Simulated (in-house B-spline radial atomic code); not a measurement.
**Nb⁸⁺: ionisation energy by several methods**

How far do functionals differ on the ionisation energy of Nb⁸⁺? Each run solves Nb⁸⁺ and then the next ion ([Ar] 3d10 4s2 4p2).

Program: in-house B-spline radial atomic code version 1. Level of theory: scalar-relativistic (X2C), several functionals, spin-polarised, exact exchange averaged over the configuration; spherical all-electron atom at the radial basis limit. These are calculated values, not measurements, unless marked.

## (1) Starting point

- element: niobium (Z = 41)
- charge: +8
- electrons: 33
- configuration: [Ar] 3d10 4s2 4p3
- nucleus: Fermi, rms radius 4.324 fm

The outer shells:

[Ar] 3d10 4s2 4p3
```
[Ar] core
3d [↑↓][↑↓][↑↓][↑↓][↑↓]
4s [↑↓]
4p [↑ ][↑ ][↑ ]
```

Where spins are not typed, each open shell is filled with up spins first.

## (2) CAM-B3LYP, a range-separated hybrid

The run's settings:

```ini
Z = 41
electrons = 33.0
configuration = [Ar] 3d10 4s2 4p3
hamiltonian = x2c
method = camb3lyp
spin_polarised = True
nucleus = fermi
rms_radius = 4.324
mass_number = 93
atomic_mass = 92.90637317
speed_of_light = 137.035999084
exact_exchange = averaged over the configuration
```

Started as:

```
$ python run_scf.py task.json out
```

task.json lists these runs, among others, and the program works through them in turn.

## (3) M06-2X, a global hybrid

The settings differ from step 2 so:

```diff
@@ -4,3 +4,3 @@
 hamiltonian = x2c
-method = camb3lyp
+method = m062x
 spin_polarised = True
```

## (4) LC-ωPBE, a range-separated hybrid

The settings differ from step 3 so:

```diff
@@ -4,3 +4,3 @@
 hamiltonian = x2c
-method = m062x
+method = lc_wpbe
 spin_polarised = True
```

## (5) r2SCAN0, a global hybrid

The settings differ from step 4 so:

```diff
@@ -4,3 +4,3 @@
 hamiltonian = x2c
-method = lc_wpbe
+method = r2scan0
 spin_polarised = True
```

## (6) TPSSh, a global hybrid

The settings differ from step 5 so:

```diff
@@ -4,3 +4,3 @@
 hamiltonian = x2c
-method = r2scan0
+method = tpssh
 spin_polarised = True
```

## (7) BHandHLYP, a global hybrid

The settings differ from step 6 so:

```diff
@@ -4,3 +4,3 @@
 hamiltonian = x2c
-method = tpssh
+method = bhandhlyp
 spin_polarised = True
```

Before running: The tabulated ionisation energy is 159.2 ± 0.7 eV (semi-empirical; NIST Atomic Spectra Database). What does each method give, and which comes nearest?

The runs gave:

| method | rung | total energy (hartree) | ΔSCF (eV) | −ε highest (eV) | ΔSCF less tabulated (eV) |
| --- | --- | --- | --- | --- | --- |
| M06-2X | global hybrid | -3801.5585 | 160.53 | 156.02 (4p up) | +1.33 |
| r2SCAN0 | global hybrid | -3801.1962 | 161.40 | 154.50 (4p up) | +2.20 |
| TPSSh | global hybrid | -3801.0826 | 160.93 | 152.51 (4p up) | +1.73 |
| BHandHLYP | global hybrid | -3801.2534 | 160.71 | 156.12 (4p up) | +1.51 |
| CAM-B3LYP | range-separated hybrid | -3801.4279 | 160.66 | 155.12 (4p up) | +1.46 |
| LC-ωPBE | range-separated hybrid | -3800.8354 | 160.70 | 156.58 (4p up) | +1.50 |

What this shows: Against the tabulated ionisation energy, 159.2 ± 0.7 eV (semi-empirical; NIST Atomic Spectra Database), the best here is M06-2X (+1.33 eV) and the worst r2SCAN0 (+2.20 eV, or 1.4 %). Relativistic terms that these runs lack can be as large as the gaps between close methods, so the nearest may be so by luck. Spin-orbit coupling is left out. Open shells are averaged (over orientations, and over spins where the run is restricted), while tables refer to the lowest levels.
